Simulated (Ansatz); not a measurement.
# Cs3LiCd: the cost of one run

Program: Ansatz 0.2.0. Level of theory: DFT PBE, scalar-relativistic, plane waves, PAW. These are calculated values, not measurements.

2 further runs of the same task are left out: 1 that didn't finish, 1 set aside as unsound or not needed.

## Step 1: The structure to begin with

The structure is cubic, space group Pm-3m (No. 221). Conventional cell: a = 5.864 Å, b = 5.864 Å, c = 5.864 Å, α = 90.00°, β = 90.00°, γ = 90.00°. Cs (site symmetry 4/mmm) is surrounded by 2 Li at 2.93 Å. Around Li (site symmetry m-3m) lie 6 Cs at 2.93 Å. Around Cd (site symmetry m-3m) lie 12 Cs at 4.15 Å.

Coordinates:

```
CELL_PARAMETERS angstrom
5.86386 0.00000 0.00000
0.00000 5.86386 0.00000
0.00000 0.00000 5.86386
ATOMIC_POSITIONS crystal
Cs 0.00000 0.50000 0.50000
Cs 0.50000 0.00000 0.50000
Cs 0.50000 0.50000 0.00000
Li 0.50000 0.50000 0.50000
Cd 0.00000 0.00000 0.00000
```

A structure generator made this guess: random cell by space group and Wyckoff sites (Pm-3m, No. 221). Its size is a rough estimate.

## Step 2: Probe: one point on a coarse mesh

Contents of input.yaml:

```yaml
crystal:
  lattice:
    - [5.86386254, 0.0, 0.0]
    - [0.0, 5.86386254, 0.0]
    - [0.0, 0.0, 5.86386254]
  atoms:
    - { symbol: Cs, position: [0.0, 0.5, 0.5] }
    - { symbol: Cs, position: [0.5, 0.0, 0.5] }
    - { symbol: Cs, position: [0.5, 0.5, 0.0] }
    - { symbol: Li, position: [0.5, 0.5, 0.5] }
    - { symbol: Cd, position: [0.0, 0.0, 0.0] }
basis:
  ecutwfc: 420
kpoints:
  mp_grid: { grid: [4, 4, 4] }
hamiltonian:
  xc: pbe
scf:
  occupations: { method: gaussian, width: 0.1 }
  lower_state_search: "off"
output:
  forces: true
  stress: true
  eigenvalues: true
```

Command:

```
> ansatz run input.yaml --threads 1 --pin off --max-ram 2048MiB --backend cpu --events-out ev --progress --plain --runs-dir out
```

What time and memory should one allow on 1 thread of Arm Neoverse V1, shared host?

About 4.9 s, with a peak of 0.41 GiB.
